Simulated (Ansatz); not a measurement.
# Re2O7: one species, many methods

One table from this session's results is given with a row withheld; the runs are named, their logs left out.

Program: Ansatz 0.2.0, Gaussian basis. Level of theory: functionals in def2-TZVPP, the program's frozen cores in correlated methods. These are calculated values, not measurements.

Plan: LDA (SPW92), PBE-D4, revPBE-D4, BLYP-D4, r2SCAN-D4, B97M-V, PBE0-D4, B3LYP-D4, r2SCANh-D4, r2SCAN0-D4, HSE06-D4, BHLYP-D4, CAM-B3LYP-D4, LC-ωPBE, ωB97X-V, ωB97M-V, B2PLYP, PBE-QIDH; CCSD(T)/def2-SVP; CCSD(T)/def2-TZVPP; MP2/def2-QZVPP; extrapolation to the limit; RPA on PBE.

## The relaxed structure

The geometry comes from an earlier relaxation with PBE0-D4 in a triple-zeta def2 set; it is a stationary point, not always the lowest conformer. Re takes the def2 core potential; no spin-orbit term is included.

SMILES `[O]=[Re](=[O])(=[O])[O][Re](=[O])(=[O])=[O]`, 9 atoms, charge 0, spin multiplicity 1.

Atoms are counted from 1 here; the program's logs count them from 0.

Bond lengths: O1–Re2 1.690 Å, Re2–O3 1.690 Å, Re2–O4 1.690 Å, Re2–O5 1.867 Å, O5–Re6 1.867 Å, Re6–O7 1.690 Å, Re6–O8 1.690 Å, Re6–O9 1.690 Å. Angles: O1–Re2–O3 109.0°, O1–Re2–O4 109.0°, O1–Re2–O5 109.9°, O3–Re2–O4 109.0°, O3–Re2–O5 109.9°, O4–Re2–O5 109.9°, Re2–O5–Re6 179.6°, O5–Re6–O7 109.9°, O5–Re6–O8 109.9°, O5–Re6–O9 109.9°, O7–Re6–O8 109.0°, O7–Re6–O9 109.0°, O8–Re6–O9 109.0°.

As a file:

```xyz
9
O7Re2
O    -2.2557   -1.8373   -0.2221
Re   -0.8418   -1.3332   -0.9992
O     0.1936   -2.6580   -1.1716
O    -1.2376   -0.7411   -2.5322
O    -0.0063    0.0019    0.0028
Re    0.8408    1.3335    0.9997
O     2.4285    1.5380    0.4571
O     0.0094    2.7956    0.8323
O     0.8691    0.9005    2.6333
```

Set-up of the first run:

in.yaml reads:

```yaml
crystal:
  periodic: [false, false, false]
  atoms:
    - {symbol: O, position_ang: [-2.255670, -1.837260, -0.222101]}
    - {symbol: Re, position_ang: [-0.841806, -1.333172, -0.999245]}
    - {symbol: O, position_ang: [0.193591, -2.658049, -1.171649]}
    - {symbol: O, position_ang: [-1.237608, -0.741080, -2.532164]}
    - {symbol: O, position_ang: [-0.006330, 0.001924, 0.002764]}
    - {symbol: Re, position_ang: [0.840791, 1.333486, 0.999687]}
    - {symbol: O, position_ang: [2.428507, 1.538049, 0.457120]}
    - {symbol: O, position_ang: [0.009427, 2.795633, 0.832287]}
    - {symbol: O, position_ang: [0.869107, 0.900459, 2.633321]}
basis:
  gaussian: {orbitals: def2-TZVPP}
hamiltonian: {xc: lda}
output: {orbitals: {seedname: orbitals}}
```

Among the steps run: LDA; PBE-D4 (GGA); revPBE-D4 (GGA); BLYP-D4 (GGA); r2SCAN-D4 (meta-GGA); B97M-V (meta-GGA); PBE0-D4 (hybrid); B3LYP-D4 (hybrid); r2SCANh-D4 (hybrid); r2SCAN0-D4 (hybrid); HSE06-D4 (hybrid); BHLYP-D4 (hybrid); CAM-B3LYP-D4 (range-separated); LC-ωPBE-D4 (range-separated; the results give it without D4); ωB97X-V (range-separated); ωB97M-V (range-separated); B2PLYP (double hybrid); PBE-QIDH (double hybrid).

One table of the session follows, with a row left open; its other results are not shown here.

It belongs to the step «Orbital energies across the functionals». 

| functional | HOMO (eV) | LUMO (eV) | gap (eV) |
| --- | --- | --- | --- |
| LDA (SPW92) | -8.94 | -4.81 | 4.14 |
| PBE-D4 | -8.66 | -4.50 | 4.16 |
| revPBE-D4 | ? | ? | ? |
| BLYP-D4 | -8.55 | -4.42 | 4.14 |
| r2SCAN-D4 | -9.07 | -4.52 | 4.55 |
| B97M-V | -9.12 | -4.44 | 4.68 |
| PBE0-D4 | -10.32 | -3.89 | 6.44 |
| B3LYP-D4 | -10.06 | -4.11 | 5.95 |
| r2SCANh-D4 | -9.68 | -4.28 | 5.40 |
| r2SCAN0-D4 | -10.62 | -3.90 | 6.72 |
| HSE06-D4 | -9.91 | -4.26 | 5.65 |
| BHLYP-D4 | -11.93 | -3.14 | 8.80 |
| CAM-B3LYP-D4 | -11.77 | -2.89 | 8.88 |
| LC-ωPBE | -13.06 | -1.74 | 11.32 |
| ωB97X-V | -12.72 | -1.78 | 10.94 |
| ωB97M-V | -12.65 | -1.79 | 10.86 |

Q: Estimate the row for revPBE-D4 from the others.

The run gave: HOMO (eV): -8.56; LUMO (eV): -4.38; gap (eV): 4.18. In the column «HOMO (eV)» it lies between PBE-D4 (-8.66) and BLYP-D4 (-8.55).
